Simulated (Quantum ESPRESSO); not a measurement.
Runs of Quantum ESPRESSO 7.5 on Hf3F. It takes space group Pmmm (No. 47, orthorhombic). Conventional cell: a = 3.018 Å, b = 4.220 Å, c = 5.915 Å, α = 90.00°, β = 90.00°, γ = 90.00°. Around Hf (site symmetry mmm) lie 2 F at 2.96 Å and 10 Hf at 3.00 to 3.02 Å. Hf (site symmetry mm2) is surrounded by 8 Hf at 2.91 to 3.02 Å and 4 F at 2.97 Å. F (site symmetry mmm) is surrounded by 10 Hf at 2.96 to 2.97 Å and 2 F at 3.02 Å. The cell was built by a generator and needn't be a form met in nature.

```csv
task,level,potentials or basis,cell,k mesh,cutoff (eV),smearing,mesh quality,gap on the mesh (eV),pressure (GPa),largest force (eV/Å)
phonons,PBE,GBRV 1.5 PBE,relaxed,"4 × 2 × 2, shifted",612,fermi-dirac 0.05 eV,coarse,none,0.9,-
phonons,PBE+D3(BJ),GBRV 1.5 PBE,relaxed,"4 × 2 × 2, shifted",612,fermi-dirac 0.05 eV,coarse,none,0.8,-
phonons,PBE+D2,GBRV 1.5 PBE,relaxed,"4 × 2 × 2, shifted",612,fermi-dirac 0.05 eV,coarse,none,1.0,-
real-space fields,BP86,GBRV 1.5 PBE,as given,9 × 6 × 5,612,methfessel-paxton 0.05 eV,not flagged,none,(a),0.26
single point,PBE,SSSP 1.3 efficiency PBE,as given,9 × 6 × 5,816,fermi-dirac 0.05 eV,not flagged,none,5.9,0.28
```

Alike in all rows: no spin polarisation.

Task: Fill in the values left out.

Result: (a) 5.2.

Caveats: some runs use coarse meshes; an odd number of electrons without spin polarisation forces a metal; a magnetic or distorted state may lie lower; the mesh is thin for the phonons of a metal (some runs); some modes are imaginary (some runs); pairwise dispersion overbinds metals, which lowers pressure and volume (some runs); the potentials were made for another functional, which shifts forces and pressure (some runs).

A k mesh can miss the band edges, and the runs leave out spin-orbit coupling on Hf.

A gap of «none» marks a metal or a gap under the smearing width.

Not every run made on this cell is shown here.
